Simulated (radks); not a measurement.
# Hf inside a hard spherical wall

Aim: energy, levels and pressure of Hf as a wall, at which all orbitals vanish, closes in. The configuration stays [Xe] 4f14 5d2 6s2.

Method: scalar-relativistic Kohn-Sham, PBE, spin-polarised, spherical densities, point nucleus; open shells are filled with parallel spins first. Code: radks (a radial shooting solver on a logarithmic mesh, Libxc functionals) version 1.

## (1) What is computed

* element: hafnium (Z = 72)
* charge: 0
* electrons: 72
* configuration: [Xe] 4f14 5d2 6s2

Outer shells as boxes (Hund's rule):

Hf
```
[Xe] core
4f [↑↓][↑↓][↑↓][↑↓][↑↓][↑↓][↑↓]
5d [↑ ][↑ ][  ][  ][  ]
6s [↑↓]
```

## (2) The free atom

Settings of this run:

```text
Z 72
configuration [Xe] 4f14 5d2 6s2 6p0 7s0 5f0
relativity scalar-relativistic
functional pbe,pbe
spin polarised
nucleus point
c 137.035999084
```

## (3) Wall at 20 bohr

Input: that of step 2 with these lines changed.

```diff
@@ -6,2 +6,3 @@
 nucleus point
+wall 20 bohr
 c 137.035999084
```

## (4) Wall at 15 bohr

Input: that of step 3 with these lines changed.

```diff
@@ -6,3 +6,3 @@
 nucleus point
-wall 20 bohr
+wall 15 bohr
 c 137.035999084
```

## (5) Wall at 12 bohr

Input: that of step 4 with these lines changed.

```diff
@@ -6,3 +6,3 @@
 nucleus point
-wall 15 bohr
+wall 12 bohr
 c 137.035999084
```

## (6) Wall at 10 bohr

Input: that of step 5 with these lines changed.

```diff
@@ -6,3 +6,3 @@
 nucleus point
-wall 12 bohr
+wall 10 bohr
 c 137.035999084
```

## (7) Wall at 7 bohr

Input: that of step 6 with these lines changed.

```diff
@@ -6,3 +6,3 @@
 nucleus point
-wall 10 bohr
+wall 7 bohr
 c 137.035999084
```

## (8) Wall at 6 bohr

Input: that of step 7 with these lines changed.

```diff
@@ -6,3 +6,3 @@
 nucleus point
-wall 7 bohr
+wall 6 bohr
 c 137.035999084
```

## (9) Wall at 5 bohr

Input: that of step 8 with these lines changed.

```diff
@@ -6,3 +6,3 @@
 nucleus point
-wall 6 bohr
+wall 5 bohr
 c 137.035999084
```

## (10) Wall at 4 bohr

Input: that of step 9 with these lines changed.

```diff
@@ -6,3 +6,3 @@
 nucleus point
-wall 5 bohr
+wall 4 bohr
 c 137.035999084
```

## (11) Wall at 2.5 bohr

Input: that of step 10 with these lines changed.

```diff
@@ -6,3 +6,3 @@
 nucleus point
-wall 4 bohr
+wall 2.5 bohr
 c 137.035999084
```

## (12) Wall at 1.5 bohr

Input: that of step 11 with these lines changed.

```diff
@@ -6,3 +6,3 @@
 nucleus point
-wall 2.5 bohr
+wall 1.5 bohr
 c 137.035999084
```

What does the calculation give? Wanted: for each run, R; E − E(free); ε(5d); ε(6p, empty); ε(7s, empty); ε(5f, empty); pressure.

**Answer**, as computed:

```tsv
R (bohr)	E − E(free) (eV)	ε(5d) (eV)	ε(6p, empty) (eV)	ε(7s, empty) (eV)	ε(5f, empty) (eV)	pressure (GPa)
free	0.000	-3.093	-1.558	-	-	0
20	0.000	-3.093	-1.558	-	-	< 0.0001
15	0.000	-3.092	-1.553	0.154	2.173	< 0.0001
12	0.003	-3.082	-1.515	0.702	3.137	0.00192
10	0.026	-3.025	-1.380	1.745	4.343	0.0247
7	0.679	-2.276	-0.033	7.697	8.632	1.29
6	2.006	-1.329	1.677	13.580	11.860	5.22
5	6.062	0.667	5.631	25.517	17.507	23.5
4	19.611	5.138	15.840	52.666	28.451	131
2.5	180.32	34.299	91.559	218.86	82.258	4547
1.5	1694.6	194.02	477.10	937.97	289.83	179777
```

What this shows: Eigenvalues are for spin up. At the tightest wall, 1.5 bohr, the energy stands 1694.6 eV above the free atom and the pressure, −dE/dV, is 179777 GPa. Of the levels in the table that exist at both ends, 6p (empty) rises most from the free atom (478.66 eV). From R = 5 bohr inwards the highest occupied level lies above zero, pushed up by confinement. Shells are not refilled when levels cross, and a hard wall is a model, not a crystal.
